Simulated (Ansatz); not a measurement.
**CuN+ (quartet): the correlation ladder, def2-SVP**

One table from this session's results is given with a row withheld; the runs are named, their logs left out.

Method: def2-SVP, core rule «outside noble gas», up to 10 orbitals frozen; program: Ansatz 0.2.0, Gaussian basis.

To be run: UHF; CCSD(T) on ROHF; CCSD(T) on UHF; CISD as a restricted active space (open shells left free, so some higher excitations enter); CCSDT(Q) on ROHF; CCSDT(Q) on UHF.

20 further runs of the same task are left out: 3 for a known fault of the program, 5 that didn't finish, 12 set aside as unsound or not needed. Runs told in other sessions of the task aren't counted.

**What is computed**

The geometry is a PBE0/def2-TZVP stationary point (not a proven minimum) of the parent state, kept for this charge and spin.

2 atoms, charge 1, spin multiplicity 4.

Atoms are counted from 1 here; the program's logs count them from 0.

Bond lengths: Cu1–N2 1.810 Å.

Set-up of the first run:

in.yaml

```yaml
crystal:
  periodic: [false, false, false]
  atoms:
    - {symbol: Cu, position_ang: [0.000000, 0.000000, 0.000000]}
    - {symbol: N, position_ang: [0.000000, 0.000000, 1.810200]}
basis:
  gaussian: {orbitals: def2-SVP}
total_charge: 1
magnetization: {spin_polarized: true, initial_magnetization: 3}
hamiltonian: {xc: hf}
output: {orbitals: {seedname: orbitals}}
```

Run with:

```bash
$ ansatz run in.yaml --threads 1 --pin off --events-out ev --progress --plain --max-ram 2393MiB
```

Among the steps run: UHF; CCSD(T) on ROHF; CCSD(T) on UHF; CISD as a restricted active space (open shells left free, so some higher excitations enter); CCSDT(Q) on ROHF; CCSDT(Q) on UHF.

One of the session's tables, all rows but one given; the rest of the session is left out.

It belongs to the step «Misses and costs». 

```
   method  from RCCSDT(Q) (meV)
     ROHF               +9755.3
      UHF               +9622.4
     RMP2                -101.5
     UMP2                -148.0
     CISD                +883.8
    RCCSD                +289.4
    UCCSD                +295.0
 RCCSD(T)                 -76.9
 UCCSD(T)                     ?
   RCCSDT                 -97.2
   UCCSDT                 -97.7
RCCSDT(Q)                     0
UCCSDT(Q)                 -42.5
```

Estimate the missing values for UCCSD(T).

The run gave: from RCCSDT(Q) (meV): -79.1. In the column «from RCCSDT(Q) (meV)» it lies between RCCSDT (-97.2) and RCCSD(T) (-76.9).

Caveats from the session: Restricted and unrestricted rows rest on different reference determinants; a gap between their highest levels can come from leftover correlation error, from unlike frozen cores or from another state.
